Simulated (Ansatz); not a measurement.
# BrFGaHO: a ladder of functionals and wavefunction methods

The task here is to estimate one member of a computed series from the others.

Program: Ansatz 0.2.0, Gaussian basis. Level of theory: functionals in def2-TZVPP, the program's frozen cores in correlated methods. These are calculated values, not measurements.

Levels to be run: PBE-D4, r2SCAN-D4, PBE0-D4, B3LYP-D4, ωB97X-V, ωB97M-V, B2PLYP; CCSD(T)/def2-TZVPP; CCSD(T)/def2-QZVPP; extrapolation to the limit.

### The geometry

The geometry comes from an earlier relaxation with PBE0-D4 in a triple-zeta def2 set; it is a stationary point.

SMILES `[OH][Ga]([F])[Br]`, 5 atoms, charge 0, spin multiplicity 1.

Atoms are counted from 1 here; the program's logs count them from 0.

Bond lengths: O1–Ga2 1.764 Å, O1–H5 0.962 Å, Ga2–F3 1.744 Å, Ga2–Br4 2.243 Å. Angles: Ga2–O1–H5 112.5°, O1–Ga2–F3 117.8°, O1–Ga2–Br4 122.6°, F3–Ga2–Br4 119.5°.

The first run:

The input, in.yaml:

```yaml
crystal:
  periodic: [false, false, false]
  atoms:
    - {symbol: O, position_ang: [-0.924729, 0.442763, 0.944197]}
    - {symbol: Ga, position_ang: [0.252674, -0.235131, -0.180233]}
    - {symbol: F, position_ang: [0.758643, 0.754453, -1.524773]}
    - {symbol: Br, position_ang: [1.107002, -2.295777, 0.058510]}
    - {symbol: H, position_ang: [-1.193601, 1.333691, 0.702300]}
basis:
  gaussian: {orbitals: def2-TZVPP}
hamiltonian: {xc: pbe, dispersion: d4}
output: {forces: true, orbitals: {seedname: orbitals}}
```

Started as:

```
ansatz run in.yaml --threads 2 --pin off --events-out ev --progress --plain --max-ram 32768MiB --backend cpu
```

Steps of the session up to this table: PBE-D4 (GGA); r2SCAN-D4 (meta-GGA); PBE0-D4 (hybrid); B3LYP-D4 (hybrid); ωB97X-V (range-separated); ωB97M-V (range-separated); B2PLYP (double hybrid); CCSD(T) in def2-TZVPP; CCSD(T) in def2-QZVPP.

One table of the session follows, with a row left open; its other results are not shown here.

| method | atomisation energy (kcal/mol) |
| --- | --- |
| PBE-D4 | 396.1 |
| r2SCAN-D4 | 392.6 |
| PBE0-D4 | 382.9 |
| B3LYP-D4 | 379.4 |
| ωB97X-V | 389.7 |
| ωB97M-V | ? |
| B2PLYP | 383.5 |
| HF/def2-TZVPP | 265.3 |
| MP2/def2-TZVPP | 404.5 |
| CCSD/def2-TZVPP | 374.6 |
| CCSD(T)/def2-TZVPP | 383.5 |
| MP2/CBS | 415.3 |
| CCSD(T)/CBS | 394.3 |

Estimate the missing values for ωB97M-V.

**Answer.** atomisation energy (kcal/mol): 385.4. In the column «atomisation energy (kcal/mol)» it lies between CCSD(T)/def2-TZVPP (383.5) and ωB97X-V (389.7).

Limits of these values: Free atoms (1 O, 1 Ga, 1 F, 1 Br, 1 H) were run apart at each level; the atomisation energy is their sum less the molecule, without zero-point or spin-orbit terms.
